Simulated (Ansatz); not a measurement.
# C2H3F3SeSi: a ladder of functionals and wavefunction methods

One table from this session's results is given with a row withheld; the runs are named, their logs left out.

Method: functionals in def2-TZVPP, the program's frozen cores in correlated methods; program: Ansatz 0.2.0, Gaussian basis.

Plan: PBE-D4, r2SCAN-D4, PBE0-D4, B3LYP-D4, ωB97X-V, ωB97M-V, B2PLYP; CCSD(T)/def2-TZVPP; MP2/def2-QZVPP; extrapolation to the limit.

## The relaxed structure

An earlier PBE0-D4 in a triple-zeta def2 set relaxation fixed the geometry.

SMILES `C=C[Se][Si](F)(F)F`, 10 atoms, charge 0, spin multiplicity 1.

Atoms are counted from 1 here; the program's logs count them from 0.

Bond lengths: C1–C2 1.321 Å, C1–H8 1.085 Å, C1–H9 1.084 Å, C2–Se3 1.929 Å, C2–H10 1.083 Å, Se3–Si4 2.226 Å, Si4–F5 1.575 Å, Si4–F6 1.577 Å, Si4–F7 1.576 Å. Angles: C2–C1–H8 120.1°, C2–C1–H9 122.3°, H8–C1–H9 117.6°, C1–C2–Se3 123.2°, C1–C2–H10 122.6°, Se3–C2–H10 114.2°, C2–Se3–Si4 92.7°, Se3–Si4–F5 108.8°, Se3–Si4–F6 113.1°, Se3–Si4–F7 112.9°, F5–Si4–F6 107.7°, F5–Si4–F7 108.2°, F6–Si4–F7 106.0°.

Coordinates:

```xyz
10
charge 0, multiplicity 1
C    -0.8477   -0.6970   -1.4866
C     0.3053   -0.9717   -0.9026
Se    0.4780   -1.2977    0.9903
Si    0.3901    0.8719    1.4790
F     0.5998    1.0527    3.0298
F    -0.9897    1.5350    1.1013
F     1.4938    1.7127    0.7320
H    -0.8900   -0.5362   -2.5592
H    -1.7736   -0.6153   -0.9294
H     1.2339   -1.0546   -1.4546
```

The first run:

in.yaml reads:

```yaml
crystal:
  periodic: [false, false, false]
  atoms:
    - {symbol: C, position_ang: [-0.847661, -0.697015, -1.486596]}
    - {symbol: C, position_ang: [0.305319, -0.971668, -0.902561]}
    - {symbol: Se, position_ang: [0.477957, -1.297688, 0.990347]}
    - {symbol: Si, position_ang: [0.390146, 0.871925, 1.479022]}
    - {symbol: F, position_ang: [0.599757, 1.052723, 3.029773]}
    - {symbol: F, position_ang: [-0.989696, 1.534972, 1.101336]}
    - {symbol: F, position_ang: [1.493842, 1.712726, 0.731980]}
    - {symbol: H, position_ang: [-0.890009, -0.536153, -2.559222]}
    - {symbol: H, position_ang: [-1.773571, -0.615270, -0.929439]}
    - {symbol: H, position_ang: [1.233895, -1.054553, -1.454639]}
basis:
  gaussian: {orbitals: def2-TZVPP}
hamiltonian: {xc: pbe, dispersion: d4}
output: {forces: true, orbitals: {seedname: orbitals}}
```

Command:

```sh
$ ansatz run in.yaml --threads 2 --pin off --events-out ev --progress --plain --max-ram 22528MiB --backend cuda --devices 0, --max-vram 18GiB
```

Among the steps run: PBE-D4 (GGA); r2SCAN-D4 (meta-GGA); PBE0-D4 (hybrid); B3LYP-D4 (hybrid); ωB97X-V (range-separated); ωB97M-V (range-separated); B2PLYP (double hybrid); CCSD(T) in def2-TZVPP; MP2 in def2-QZVPP.

One of the session's tables, all rows but one given; the rest of the session is left out.

It belongs to the step «Atomisation energies». 

| method | atomisation energy (eV) |
| --- | --- |
| PBE-D4 | 44.802 |
| r2SCAN-D4 | 44.015 |
| PBE0-D4 | 43.701 |
| B3LYP-D4 | ? |
| ωB97X-V | 43.821 |
| ωB97M-V | 43.797 |
| B2PLYP | 43.300 |
| HF/def2-TZVPP | 31.984 |
| MP2/def2-TZVPP | 44.272 |
| CCSD/def2-TZVPP | 41.903 |
| CCSD(T)/def2-TZVPP | 42.707 |
| MP2/CBS | 45.612 |
| CCSD(T)/CBS | 44.046 |

Q: Estimate the row for B3LYP-D4 from the others.

**Answer.** atomisation energy (eV): 43.527. In the column «atomisation energy (eV)» it lies between B2PLYP (43.300) and PBE0-D4 (43.701).

Caveats from the session: Free atoms (2 C, 1 Se, 1 Si, 3 F, 3 H) were run apart at each level; the atomisation energy is their sum less the molecule, without zero-point or spin-orbit terms.
